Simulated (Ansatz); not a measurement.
Crystal: AlSn.

```
CELL_PARAMETERS angstrom
4.19811 0.00000 0.00000
-2.09905 3.63567 0.00000
0.00000 0.00000 3.30685
ATOMIC_POSITIONS crystal
Sn 0.33333 0.66667 0.50000
Al 0.00000 0.00000 0.00000
```

The cell comes from a database or a generator and needn't be the stable form of this composition.

A run of Ansatz 0.2.0 on this cell left the log below. Logs are shortened: lines on timing, memory, paths and dates and some standing lists are left out, and cuts for length are marked.

```text
Warning: RAYON_NUM_THREADS=1 ignored (pool sized by the plan → 1); use --threads N
LAPW: plane waves up to 6.778 Å⁻¹, error target 1.0e-3 eV per atom; small_component_spin mean_spin; Al in spheres of 1.306 Å, 11 of its electrons in bands, Dirac shells []; Sn in spheres of 1.628 Å, 22 of its electrons in bands, Dirac shells [] (how accurate: hamiltonian.pseudopotentials.lapw.basis_error, Limitations)
Engine: ansatz 0.2.0, x86_64-unknown-linux-gnu
Pseudopotentials: kind: all_electron
Pseudopotential: Sn, LAPW, valence charge 22, lapw/all_electron/scalar/gaussian/Sn, Koelling and Harmon's equation, gaussian nucleus
Pseudopotential: Al, LAPW, valence charge 11, lapw/all_electron/scalar/gaussian/Al, Koelling and Harmon's equation, gaussian nucleus
Functional definition: SPW92
  exchange = slater_x
  correlation = pw_c
Crystal: 2 atoms, lattice volume = 50.472 Å³
Basis set: ecut = 175.01186096679066 eV, 277 PW (Γ), exchange–correlation at level 2
Bands: 21, of which v1, the nominal top of the filled ones, is band 17 counted from 1 (16 counted from 0)
Symmetry: 12 space group operations
Space group: P-6m2 (ITA 187), of the structure as read, at distance tolerance 3.7e-5 Å
k-points: 40 of 392 (time reversal used)
Non-local potential: Sn, projectors of the file, none
Non-local potential: Al, projectors of the file, none
Initial density: superposition of atomic densities (chi_scale 0.1, normalization cell, long waves kept (reshape's long-wave potential 0.00 eV rms))
Initial wavefunctions: plane waves of lowest kinetic energy (no species holds an atomic orbital)
Functional: x = slater, c = lda
iter 1 solved again at ethr=3.34e-4 eV; its pass at ethr=1.00e-1 eV (dr2=1.10e-1 eV) is discarded
SCF iter   1: F=—  HF=-174527.568416 eV  |F-HF|=—  |Δ(HF+E_count)|=         —  Δρ=1.26e-2  dr2=1.11e-1  ethr=3.34e-4  ⟨swp⟩=2.9  Hψ=5721  notcnv=0
preconditioner: auto → none  [insulator: Δε(μ)=0.131 eV  Ē_g=18.066 eV  σ=0.050 eV  W_gap=0.50  n_scr=8 (ndim 8)  ℏωp=21.6 eV  f_vac=0.000  D(μ)=0.31/eV (n_scr^D=0)  ε∞_Penn≈2.4]
SCF iter   2: F=—  HF=-174527.520362 eV  |F-HF|=—  |Δ(HF+E_count)|=   4.81e-2  Δρ=5.63e-3  dr2=2.01e-2  ethr=3.34e-4  ⟨swp⟩=2.0  Hψ=2574  notcnv=0
iter 3 solved again at ethr=8.07e-7 eV; its pass at ethr=6.10e-5 eV (dr2=2.66e-4 eV) is discarded
SCF iter   3: F=—  HF=-174527.514200 eV  |F-HF|=—  |Δ(HF+E_count)|=   6.16e-3  Δρ=7.79e-4  dr2=2.67e-4  ethr=8.07e-7  ⟨swp⟩=2.0  Hψ=4155  notcnv=0
SCF iter   4: F=—  HF=-174527.513326 eV  |F-HF|=—  |Δ(HF+E_count)|=   8.74e-4  Δρ=2.78e-4  dr2=4.47e-5  ethr=8.07e-7  ⟨swp⟩=2.2  Hψ=2430  notcnv=0
SCF iter   5: F=—  HF=-174527.513311 eV  |F-HF|=—  |Δ(HF+E_count)|=   1.49e-5  Δρ=6.64e-5  dr2=2.20e-6  ethr=1.36e-7  ⟨swp⟩=2.0  Hψ=2420  notcnv=0
SCF iter   6: F=-174527.513311 eV  HF=-174527.513311 eV  |F-HF|=4.25e-9  |Δ(HF+E_count)|=   3.32e-7  Δρ=7.14e-6  dr2=2.35e-8  ethr=6.66e-9  ⟨swp⟩=2.1  Hψ=2424  notcnv=0
SCF 1 converged in 6 iterations: F = -174527.513311 eV  dr2 = 2.35e-8
NSCF: frozen V_eff on 85 k-points
SCF converged after 6 iterations
Free energy (F): -174527.513311 eV
Harris-Foulkes:  -174527.513311 eV  (|F-HF|=4.25e-9)
Internal energy: -174527.509677 eV  (E = F + TS)
E sigma→0 (E₀):  -174527.511494 eV
Entropy (-TS):   -0.003634 eV (-1.817 meV/atom)
Fermi energy:    9.813958 eV
--- Per-component energies (eV) ---
  E_band       = -1279.187937
  E_kinetic    = 183171.085590
  E_xc         = -4831.670739
  E_electrostatic = -352866.924527  (all electrons and nuclei)
  E_smearing   = -0.003634  (= −TS)
  E_closure    = 0.000000  (closes the sum)
  E_atoms      = -174519.231841  (free atoms, spherical and without spin; not in F)
  Σ components = -174527.513311   (vs F -174527.513311, Δ=0.00e0)
  Basis errors (estimates in eV, not in F): energy 3.4e-4 per atom: plane waves 3.1e-4 (1.7e-4 summed), levels above the bands 5.5e-57, relativity 1.2e-9, radial functions 2.5e-5, core shells 4.9e-10; eigenvalues (radial functions only) 1.9e-6; not estimated: angular momenta, meshes, grids; target (lapw.basis_error) 1.0e-3; muffin-tin radii Al 1.306 Å, Sn 1.628 Å
--- Forces (eV/Å), atoms counted from 1 ---
  atom   1  Sn    -0.00000000     0.00000000     0.00000000
  atom   2  Al     0.00000000     0.00000000     0.00000000
  max |Σ_I F_I| component: 3.47e-18 eV/Å
--- Stress (GPa, compression-positive) ---
       -2.996950       0.000000       0.000000
        0.000000      -2.996950       0.000000
        0.000000       0.000000      -3.062391
  P = ⅓ Tr σ = -3.0188 GPa (-30.188 kbar)
--- Band table (eV; the first three rows and the last of 40) ---
  k-point 0: bands = ["-118.9523", "-93.0540", "-74.8820", "-74.8646", "-74.8646", "-55.2624", "-55.2580", "-55.2580", "-11.4234", "-11.3154", "-11.3154", "-11.2965", "-11.2965", "-0.6478", "9.6096", "9.6096", "10.3997", "12.3869", "12.9870", "12.9870", "15.0576"]
  k-point 1: bands = ["-118.9523", "-93.0540", "-74.8823", "-74.8646", "-74.8646", "-55.2626", "-55.2580", "-55.2580", "-11.3971", "-11.3143", "-11.3143", "-11.3060", "-11.3060", "-0.4295", "9.8379", "9.8379", "9.9094", "11.0380", "13.1568", "13.1568", "15.9512"]
  k-point 2: bands = ["-118.9523", "-93.0540", "-74.8831", "-74.8645", "-74.8645", "-55.2632", "-55.2580", "-55.2580", "-11.3333", "-11.3294", "-11.3294", "-11.3113", "-11.3113", "0.2247", "7.4450", "10.5048", "10.5048", "11.3929", "13.6201", "13.6201", "16.4138"]
  k-point 39: bands = ["-118.9523", "-93.0539", "-74.8842", "-74.8645", "-74.8645", "-55.2640", "-55.2579", "-55.2579", "-11.3731", "-11.3686", "-11.3019", "-11.2941", "-11.2299", "4.1767", "5.9345", "6.9033", "7.5210", "9.1768", "10.2553", "16.9144", "17.2645"]
```

Q: What input gives this log?

A: Band structure with LDA, no spin polarisation. The files as run (others can give the same):

input.yaml
```yaml
crystal:
  lattice:
    - [4.1981056157, 0.0, 0.0]
    - [-2.0990528078, 3.6356661109, 0.0]
    - [0.0, 0.0, 3.306847]
  atoms:
    - { symbol: Sn, position: [0.3333333333, 0.6666666667, 0.5] }
    - { symbol: Al, position: [0.0, 0.0, 0.0] }
kpoints:
  mp_grid: { grid: [7, 7, 8] }
  band_path:
    path:
      - [0.0, 0.0, 0.0]
      - [0.5, 0.0, 0.0]
      - [0.3333333333, 0.3333333333, 0.0]
      - [0.0, 0.0, 0.0]
      - [0.0, 0.0, 0.5]
      - [0.5, 0.0, 0.5]
      - [0.3333333333, 0.3333333333, 0.5]
      - [0.0, 0.0, 0.5]
    npoints: 12
scf:
  occupations: { method: fermi_dirac, width: 0.05 }
hamiltonian:
  xc: lda
  pseudopotentials: { kind: all_electron, lapw: { basis_error: 0.001 } }
output:
  forces: true
  stress: true
  eigenvalues: true
```

Potentials or basis: all-electron LAPW, scalar-relativistic.
The run is started by
```console
$ ansatz run input.yaml --threads 1 --pin off --max-ram 3072MiB --backend cpu --events-out ev --progress --plain --runs-dir out
```

Caveat: spin-orbit coupling is left out, which moves the levels of the heavy elements.
